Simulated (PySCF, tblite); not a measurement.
# Cl₆H₁₃In₁₀N₅S₁₂ (-2): electronic excitations, part 2 of 2

tblite 0.8.0 and PySCF 2.14.0. Atoms count from 0.

### Step 4. Electronic excitations: TDA PBE0/def2-SVP

Job settings and geometry (Å):

```
{"job": {"kind": "uv", "basis": "def2-SVP", "grid": 1, "kgrid": 0, "vcut": 1.5, "nstates": 6, "ntriplets": 2, "tda": true, "delta": [], "pop": true, "xc": "PBE0"}, "charge": -2, "multiplicity": 1}
In     1.016243    -2.860803    -1.442441
In    -2.573884    -2.692316    -1.909962
In     2.864225    -1.394534     1.407047
In    -0.811619    -1.580218     0.824557
In     1.177670     3.620903    -1.771988
In     3.125395     0.640025    -1.314741
In    -0.581228     0.442723    -1.623088
In     1.130508     1.473768     0.904367
In    -2.516116     1.533538     1.302792
In     0.016069     0.011842     4.166694
Cl     2.707504    -1.507705    -2.478785
N     -0.754385    -1.680095    -1.499570
N      1.108307    -2.572699     0.727734
Cl    -2.830533    -2.919598     0.559310
N      2.987473     0.558363     0.788006
Cl    -1.112850    -1.977254     3.221167
N     -0.757570     0.498600     0.701171
Cl     1.402661     3.897643     0.661364
N      1.173202     1.538679    -1.489770
Cl     1.069476     2.014739     3.312179
Cl    -2.154348     1.207978     3.743235
H      1.116852    -3.473598     1.211350
S     -4.675401     0.492070     1.004454
H     -4.323745    -0.264170    -0.030167
S      1.346128    -5.109155    -2.184955
H      0.063161    -5.341762    -2.407492
S     -2.490221    -4.989839    -2.667377
H     -3.773784    -4.893315    -2.950645
S     -2.599816     1.536825    -2.374417
H     -2.030303     2.726051    -2.562702
S      5.174670     1.328713    -2.341609
H      4.980749     2.606978    -2.064117
S      2.335865    -1.200160     3.921024
H      1.829687    -2.425125     4.060364
S      3.131209     4.554999    -2.845855
H      2.473315     5.689048    -2.997316
S      4.781890    -2.802935     1.014499
H      5.319651    -1.895601     0.211159
S     -0.791557     4.902828    -2.353248
H     -1.309341     4.755823    -1.137999
S     -0.169970    -0.126619     6.567199
H     -1.486881    -0.031860     6.505465
S     -2.436319     3.939116     1.036396
H     -3.448660     3.868544     0.182566
S     -4.554051    -1.669118    -2.822910
H     -4.151186    -0.411417    -2.762490
```

Level: TDA PBE0/def2-SVP, vertical, gas phase, core orbitals frozen in the response, virtual orbitals cut by energy.

The log of the run:

```text
start: PBE on a coarse grid of 231242 points
cycle   1  E = -9497.6950297397  dE =  1.394e+00  |g| = 2.459e+01  |ddm| = 6.118e+01
cycle   2  E = -6774.0094892589  dE =  2.724e+03  |g| = 4.150e+01  |ddm| = 2.603e+02
cycle   3  E = -9099.6959337583  dE = -2.326e+03  |g| = 3.042e+01  |ddm| = 2.878e+02
cycle   4  E = -8983.0288238954  dE =  1.167e+02  |g| = 3.232e+01  |ddm| = 1.992e+02
cycle   5  E = -9348.9170017532  dE = -3.659e+02  |g| = 2.510e+01  |ddm| = 1.824e+02
cycle   6  E = -9642.8707055439  dE = -2.940e+02  |g| = 1.093e+01  |ddm| = 1.008e+02
cycle   7  E = -8489.1266136264  dE =  1.154e+03  |g| = 3.914e+01  |ddm| = 2.310e+02
cycle   8  E = -9554.3405131141  dE = -1.065e+03  |g| = 1.675e+01  |ddm| = 2.140e+02
cycle   9  E = -9684.9518007456  dE = -1.306e+02  |g| = 7.557e+00  |ddm| = 4.364e+01
cycle  10  E = -9262.3380318615  dE =  4.226e+02  |g| = 2.664e+01  |ddm| = 6.937e+01
cycle  11  E = -9523.9996746623  dE = -2.617e+02  |g| = 2.199e+01  |ddm| = 5.218e+01
cycle  12  E = -9694.5856448703  dE = -1.706e+02  |g| = 6.343e+00  |ddm| = 4.096e+01
cycle  13  E = -9693.0391099112  dE =  1.547e+00  |g| = 7.525e+00  |ddm| = 1.894e+01
cycle  14  E = -9709.6079540481  dE = -1.657e+01  |g| = 3.933e+00  |ddm| = 1.487e+01
cycle  15  E = -9685.6722120455  dE =  2.394e+01  |g| = 7.383e+00  |ddm| = 1.831e+01
cycle  16  E = -9715.2699233616  dE = -2.960e+01  |g| = 1.915e+00  |ddm| = 1.591e+01
cycle  17  E = -9709.8626414167  dE =  5.407e+00  |g| = 3.957e+00  |ddm| = 1.029e+01
cycle  18  E = -9716.9863051926  dE = -7.124e+00  |g| = 1.275e+00  |ddm| = 8.306e+00
cycle  19  E = -9717.0887896608  dE = -1.025e-01  |g| = 1.204e+00  |ddm| = 2.706e+00
cycle  20  E = -9717.4287478250  dE = -3.400e-01  |g| = 4.332e-01  |ddm| = 1.697e+00
cycle  21  E = -9717.4595207219  dE = -3.077e-02  |g| = 3.173e-01  |ddm| = 8.796e-01
cycle  22  E = -9717.4811326838  dE = -2.161e-02  |g| = 1.807e-01  |ddm| = 5.098e-01
cycle  23  E = -9717.4874334560  dE = -6.301e-03  |g| = 1.104e-01  |ddm| = 2.911e-01
cycle  24  E = -9717.4905785524  dE = -3.145e-03  |g| = 4.907e-02  |ddm| = 1.813e-01
cycle  25  E = -9717.4909041380  dE = -3.256e-04  |g| = 3.656e-02  |ddm| = 1.195e-01
cycle  26  E = -9717.4912478298  dE = -3.437e-04  |g| = 1.438e-02  |ddm| = 6.722e-02
cycle  27  E = -9717.4912923624  dE = -4.453e-05  |g| = 7.567e-03  |ddm| = 2.394e-02
final grid: 231242 points
cycle  28  E = -9718.1532301769  dE = -3.342e-02  |g| = 7.591e-02  |ddm| = 9.404e-01
cycle  29  E = -9718.1524392515  dE =  7.909e-04  |g| = 8.731e-02  |ddm| = 2.192e-01
cycle  30  E = -9718.1537649358  dE = -1.326e-03  |g| = 5.272e-02  |ddm| = 1.534e-01
cycle  31  E = -9718.1544161528  dE = -6.512e-04  |g| = 1.219e-02  |ddm| = 6.311e-02
cycle  32  E = -9718.1544472562  dE = -3.110e-05  |g| = 4.027e-03  |ddm| = 1.676e-02
cycle  33  E = -9718.1544513925  dE = -4.136e-06  |g| = 2.594e-03  |ddm| = 6.704e-03
cycle  34  E = -9718.1544529666  dE = -1.574e-06  |g| = 5.210e-04  |ddm| = 3.357e-03
cycle  35  E = -9718.1544577529  dE = -4.786e-06  |g| = 2.305e-04  |ddm| = 7.357e-04
cycle  36  E = -9718.1544506196  dE =  7.133e-06  |g| = 5.269e-05  |ddm| = 3.203e-04
converged SCF energy = -9718.1544506196

Static polarisability (au): isotropic 611.933, principal 580.912 622.233 632.654

Singlet excitations
state   eV       nm        f      main configurations
  1   3.2068    386.6   0.04113   H->L 0.98
  2   3.5651    347.8   0.02320   H->L+1 0.82, H-1->L 0.11
  3   3.6586    338.9   0.03273   H-1->L 0.59, H-2->L 0.23, H->L+1 0.10
  4   3.7468    330.9   0.03385   H-2->L 0.46, H-3->L 0.28, H-1->L 0.12
  5   3.8327    323.5   0.01582   H-3->L 0.55, H-2->L 0.23, H-1->L 0.11
  6   3.9431    314.4   0.03381   H-4->L 0.75, H-1->L+1 0.11

Triplet excitations (Tamm-Dancoff, eV): 2.8889 3.4198
```

It took 5.9 min on 8 threads of Arm Neoverse N1, shared host; peak memory 7.6 GiB.

Frontier orbitals and where they lie:

```
orbital     eV                         atoms
 HOMO−4  -2.35   S42 24 %, S30 23 %, N14 9 %
 HOMO−3  -2.30  S22 17 %, N11 13 %, N14 12 %
 HOMO−2  -2.17   S22 30 %, S28 27 %, N16 9 %
 HOMO−1  -2.15  N18 26 %, S22 24 %, N16 13 %
   HOMO  -1.66   N14 49 %, N18 20 %, In2 5 %
   LUMO   2.30    In9 24 %, S32 7 %, S40 6 %
 LUMO+1   2.68   In9 21 %, In0 6 %, Cl15 5 %
 LUMO+2   3.52    In1 12 %, In0 8 %, N11 7 %
 LUMO+3   3.70    In6 10 %, In4 9 %, In3 7 %
```

With each of the 6 states as a Gaussian band of 0.4 eV half-width at 1/e, the curve within the window shown has maxima at 334 nm (ε 5,400) L/(mol cm). Beyond the last state computed it falls off for lack of states. The curve at chosen wavelengths:

nm, ε (L/mol/cm) and a bar:
```
      292       1509 ########
      299       2353 #############
      307       3407 ###################
      314       4255 ########################
      321       4903 ###########################
      329       5314 ##############################
      336       5379 ##############################
      343       5219 #############################
      351       4850 ###########################
      358       4443 #########################
      365       4012 ######################
      373       3528 ###################
      380       3127 #################
      387       2750 ###############
      394       2395 #############
      402       2018 ###########
      409       1712 #########
      416       1433 #######
      424       1147 ######
      431        930 ####
      438        743 ###
      446        565 ##
      453        438 #
      460        336 #
      468        245 
      475        184
```

Ground-state properties from the same run:

```
           property  computed
polarisability (Å³)     90.68
 HOMO–LUMO gap (eV)      3.97
      −ε(HOMO) (eV)      1.66
```

### Step 5. Results

This closing draws on all 2 parts.

| quantity | value |
| --- | --- |
| strongest single infrared mode (GFN2-xTB) | 453 cm⁻¹, 298 km/mol |
| zero-point energy (GFN2-xTB) | 85.5 kcal/mol |
| lowest singlet (PBE0/def2-SVP) | 3.21 eV (387 nm), f = 0.041 |
| lowest triplet | 2.89 eV |

What this shows: All 132 modes are real, so the xTB geometry is a minimum. The strongest single mode, at 453 cm⁻¹, is spread over several atoms, N11, N16, N14, N18 among them. Unscaled tight-binding wavenumbers are off by several per cent, some by more. Its intensities can rank the bands wrongly. The lowest singlet, at 3.21 eV, is HOMO→LUMO 0.98 and is weak. The lowest triplet lies 0.32 eV below the lowest singlet. Spin-orbit coupling, left out, mixes singlets and triplets in elements this heavy. The lowest singlet lies above −ε(HOMO); no detachment energy was computed, so the anion's states may not be bound.
